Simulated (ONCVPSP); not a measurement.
**Ni: generating and testing an ONCV potential**

Task: generate the file, and judge it by its errors in other configurations, its logarithmic derivatives, its ghosts and its cutoff.

Method: ONCVPSP 4.0.1, PBE, scalar-relativistic.

## (1) The design

The settings as typed:

* element: nickel (Ni, Z = 28)
* type: optimised norm-conserving Vanderbilt (ONCV)
* frozen core: [Ne]
* valence charge: 18
* reference configuration: 3s2 3p6 3d8 4s1 (charge +1)
* partial waves: 3s+4s: rc 1.45 bohr, ncon 4, nbas 9, qcut 9.2 1/bohr, 2 projectors; 3p: rc 1.15 bohr, ncon 3, nbas 7, qcut 11.2 1/bohr, 3 projectors, debl 2.2 Ha; 3d: rc 1.15 bohr, ncon 4, nbas 8, qcut 16.4 1/bohr, 3 projectors, debl 1.3 Ha
* local potential: polynomial inside 1.10 bohr (lpopt 5, dvloc0 4 Ha)
* core correction: not asked for

An earlier all-electron run gives the scale for the radii.

All-electron outer shells of the reference configuration (PBE, scalar-relativistic, ld1.x):

```csv
shell,level (eV),outermost node (bohr),outermost maximum (bohr)
2p,-853.66,–,0.16
3s,-120.17,0.30,0.64
3p,-80.51,0.27,0.65
3d,-17.92,–,0.63
4s,-13.18,0.92,2.13
4p,-7.58,0.99,2.70
```

## (2) The generation run

Ni.dat

```
# ATOM AND REFERENCE CONFIGURATION
# atsym  z   nc   nv     iexc    psfile
  Ni 28.00    3    4        4      upf
#
#   n    l    f
    1    0    2.00
    2    0    2.00
    2    1    6.00
    3    0    2.00
    3    1    6.00
    3    2    8.00
    4    0    1.00
#
# PSEUDOPOTENTIAL AND OPTIMIZATION
# lmax
    2
#
#   l,   rc,      ep,       ncon, nbas, qcut
    0    1.45    0.00    4    9    9.20
    1    1.15    0.00    3    7   11.20
    2    1.15    0.00    4    8   16.40
#
# LOCAL POTENTIAL
# lloc, lpopt,  rc(5),   dvloc0
    4    5    1.10    4.00
#
# VANDERBILT-KLEINMAN-BYLANDER PROJECTORs
# l, nproj, debl
    0    2    1.40
    1    3    2.20
    2    3    1.30
#
# MODEL CORE CHARGE
# icmod, fcfact, rcfact
    0    0.00    0.00
#
# LOG DERIVATIVE ANALYSIS
# epsh1, epsh2, depsh
   -6.00    5.00    0.04
#
# OUTPUT GRID
# rlmax, drl
    6.00    0.01
#
# TEST CONFIGURATIONS
# ncnf
    4
# nvcnf
#   n    l    f
    4
    3    0    2.00
    3    1    6.00
    3    2    8.00
    4    0    2.00
#
    4
    3    0    2.00
    3    1    6.00
    3    2    8.00
    4    0    0.00
#
    4
    3    0    2.00
    3    1    6.00
    3    2    7.00
    4    0    0.00
#
    4
    3    0    2.00
    3    1    6.00
    3    2    7.00
    4    0    2.00
#
```

Launch:

```bash
$ oncvpsp.x < Ni.dat > Ni.out
```

Before running it: what results should come out? Wanted: cutoffs for 1 and 0.1 mHa per electron, occupied waves; bound ghosts; GHOST(+) flags; largest test error; largest phase difference near zero energy, channels read; projector energies reset by the program.

As calculated:

| quantity | value |
| --- | --- |
| cutoffs for 1 and 0.1 mHa per electron, occupied waves | 88 Ha and 101 Ha |
| bound ghosts | none found |
| GHOST(+) flags | none at low energy |
| largest test error (AE − PS) | +17 meV, for 3s2 3p6 3d7 4s2 |
| largest phase difference near zero energy, channels read | 0.001 rad |
| projector energies reset by the program | p: -2.959, 0.250, 2.450 Ha |

**Reading.** The worst unpolarised test, 3s2 3p6 3d7 4s2, is off by 17 meV on 6.8 eV; by total energies transferability rates as good. By its cutoff, 88 Ha for the looser tolerance, it is very hard. At the looser tolerance the 3d wave is the slowest; 3p needs 41 Ha. No bound ghost shows below the valence levels. Near zero energy the phases of the channels with partial waves agree within 0.001 rad.
